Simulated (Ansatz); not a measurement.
# Si5GeC6: the cost of one run

Computed with Ansatz 0.2.0 (DFT PBE, scalar-relativistic, plane waves, PAW, unless a step's input says otherwise).

### 1 Starting point

It takes space group P3m1 (No. 156, trigonal). Conventional cell: a = 3.118 Å, b = 3.118 Å, c = 15.365 Å, α = 90.00°, β = 90.00°, γ = 120.00°. Si (site symmetry 3m) has 4 C at 1.90 to 1.91 Å in its first shell of neighbours. Si (site symmetry 3m) has 4 C at 1.91 Å in its first shell of neighbours. Si (site symmetry 3m) is surrounded by 4 C at 1.89 to 1.90 Å. Around Ge (site symmetry 3m) lie 4 C at 1.94 to 2.01 Å. C (site symmetry 3m) has 4 Si at 1.91 Å in its first shell of neighbours. Only part of the 12 independent sites is listed.

As a file:

```
Si Ge C
1.0
     3.11780    0.00000    0.00000
    -1.55890    2.70010    0.00000
     0.00000    0.00000   15.36523
Si Ge C
5 1 6
Cartesian
  1.5589 0.9000 0.0812
  1.5589 0.9000 5.1485
  1.5589 0.9000 10.2115
  0.0000 0.0000 2.6153
  0.0000 0.0000 7.6819
  0.0000 0.0000 12.8222
  1.5589 0.9000 1.9901
  1.5589 0.9000 7.0563
  1.5589 0.9000 12.1062
  0.0000 0.0000 4.5231
  0.0000 0.0000 9.5893
  0.0000 0.0000 14.8318
```

It is the end of an earlier relaxation with the same method, from a generated guess; it is a trial structure. At a tolerance of 0.02 Å it has space group P3m1 (No. 156); it has 10.78 Å³/atom, an uncorrected energy of -0.08 eV/atom over the elements.

### 2 Static run: bands, density of states and charges

Contents of input.yaml:

```yaml
crystal:
  lattice:
    - [3.1178012328, 0.0, 0.0]
    - [-1.5589006164, 2.7000950716, 0.0]
    - [0.0, 0.0, 15.3652333]
  atoms:
    - { symbol: Si, position: [0.6666666667, 0.3333333333, 0.005285] }
    - { symbol: Si, position: [0.6666666667, 0.3333333333, 0.335077] }
    - { symbol: Si, position: [0.6666666667, 0.3333333333, 0.664586] }
    - { symbol: Si, position: [0.0, 0.0, 0.170211] }
    - { symbol: Si, position: [0.0, 0.0, 0.499955] }
    - { symbol: Ge, position: [0.0, 0.0, 0.834494] }
    - { symbol: C, position: [0.6666666667, 0.3333333333, 0.129518] }
    - { symbol: C, position: [0.6666666667, 0.3333333333, 0.459235] }
    - { symbol: C, position: [0.6666666667, 0.3333333333, 0.787894] }
    - { symbol: C, position: [0.0, 0.0, 0.294373] }
    - { symbol: C, position: [0.0, 0.0, 0.624092] }
    - { symbol: C, position: [0.0, 0.0, 0.96528] }
basis:
  ecutwfc: 420
kpoints:
  mp_grid: { grid: [12, 12, 2] }
  band_path:
    path:
      - [[0.0, 0.0, 0.0], [0.5, 0.0, 0.0], [0.33333333, 0.33333333, 0.0], [0.0, 0.0, 0.0], [0.0, 0.0, 0.5], [0.5, 0.0, 0.5], [0.33333333, 0.33333333, 0.5], [0.0, 0.0, 0.5]]
      - [[0.5, 0.0, 0.5], [0.5, 0.0, 0.0]]
      - [[0.33333333, 0.33333333, 0.5], [0.33333333, 0.33333333, 0.0]]
    npoints: 10
hamiltonian:
  xc: pbe
scf:
  occupations: { method: gaussian, width: 0.02 }
  n_extra_bands: 30
output:
  forces: true
  stress: true
  eigenvalues: true
  populations: true
  dos: { projected: true, de: 0.02, nscf_kmesh: { grid: [18, 18, 3] } }
  bader: false
```

Started as:

```sh
ansatz run input.yaml --threads 4 --pin off --max-ram 8192MiB --backend cpu --events-out ev --progress --plain --runs-dir out
```

Q: Estimate wall time and peak memory on 4 threads of Intel Xeon 6975P-C (Granite Rapids), shared host.

About 18 s, with a peak of 0.9 GiB.
